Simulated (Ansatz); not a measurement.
Write a Python script for the Ansatz DFT code, driven from Python that makes a single point in a Gaussian basis of ClGeH2O, SMILES [OH][GeH][Cl]. Level of theory: CAM-B3LYP, 6-31G* basis, multiplicity 2.

```yaml
atoms:
  - { symbol: O, position_ang: [-0.9954, -0.3668, -0.7064] }
  - { symbol: Ge, position_ang: [0.1763, 0.0010, 0.5441] }
  - { symbol: Cl, position_ang: [1.6897, -1.5119, 0.4488] }
  - { symbol: H, position_ang: [-1.6362, 0.4132, -0.6140] }
  - { symbol: H, position_ang: [0.8154, 1.3908, 0.2861] }
```

`energy_clgeh2o.py`:
```python
"""Single point of ClGeH2O in a Gaussian basis."""

import ansatz
import numpy as np

BASIS = "6-31G*"
XC = "cam_b3lyp"

geometry_ang = [
    ("O", [-0.9954, -0.3668, -0.7064]),
    ("Ge", [0.1763, 0.001, 0.5441]),
    ("Cl", [1.6897, -1.5119, 0.4488]),
    ("H", [-1.6362, 0.4132, -0.614]),
    ("H", [0.8154, 1.3908, 0.2861]),
]
geometry = ansatz.Crystal.molecule()
for symbol, xyz in geometry_ang:
    geometry = geometry.atom(symbol, xyz)

calculation = geometry.calculation()
calculation = calculation.basis(gaussian=BASIS)
calculation = calculation.functional(XC)
calculation = calculation.spin("collinear", total=1)
calculation = calculation.forces()
res = calculation.run()
data = res.report

print("reference energy %16.6f eV" % data["reference_energy_ev"])
print("total energy     %16.6f eV" % data["free_energy_ev"])
print("occupied orbitals outside the frozen core (up, down):", data["n_occupied"], " frozen:", data["n_frozen"], " virtual:", data["n_virtual"])

state = data["mean_field"]["state"]
print(f"mean field: {state['energy']['hartree']:.7f} Ha, <S^2> = {abs(state['spin_squared']):.4f}, stability: {state.get('stability', {}).get('kind')}")

symbols = [site.symbol for site in geometry.cartesian_sites]
print("forces (eV/A)")
for symbol, f in zip(symbols, data["forces_ev_ang"]):
    print(f"  {symbol:2s} {f[0]:9.4f} {f[1]:9.4f} {f[2]:9.4f}")

charges = data["charge_distribution"]
dipole = np.array(charges["dipole_moment_e_ang"]) * 4.803205
print("dipole (D): {:.3f} {:.3f} {:.3f}, length {:.3f}".format(*dipole, np.linalg.norm(dipole)))
print("atom  Mulliken   Lowdin")
for symbol, m, l in zip(symbols, charges["mulliken_charges_e"], charges["lowdin_charges_e"]):
    print(f"{symbol:4s} {m:9.3f} {l:8.3f}")
```

```console
$ python energy_clgeh2o.py
reference energy    -71115.506826 eV
total energy        -71115.506826 eV
occupied orbitals outside the frozen core (up, down): [30, 29]  frozen: 0  virtual: [43, 44]
mean field: -2613.4466720 Ha, <S^2> = 0.7535, stability: minimum
forces (eV/A)
  O    -1.6437    1.4583   -0.3037
  Ge    0.2966    0.1019    1.1355
  Cl    0.3073   -0.2333   -0.1428
  H     0.8163   -1.5078   -0.5399
  H     0.2236    0.1809   -0.1490
dipole (D): -1.567 2.808 0.643, length 3.279
atom  Mulliken   Lowdin
O       -0.632   -0.273
Ge       0.353   -0.146
Cl      -0.174    0.090
H        0.417    0.317
H        0.037    0.011
```

Notes:
- Total energies depend on the basis set; only differences at equal settings carry meaning.
- The geometry is a force-field or estimated start, not a minimum of this method, and the basis set is short of its limit.
- The run takes the species as open-shell (spin multiplicity 2), which needn't be its ground state.
- The Löwdin charges here are taken after orthogonalising the functions within each atom; they differ from plain Löwdin charges, and their signs can be unphysical.
- Wall time of the script: 6.2 s on 1 thread of Arm Neoverse V1, on a shared host, peak memory 0.28 GiB.
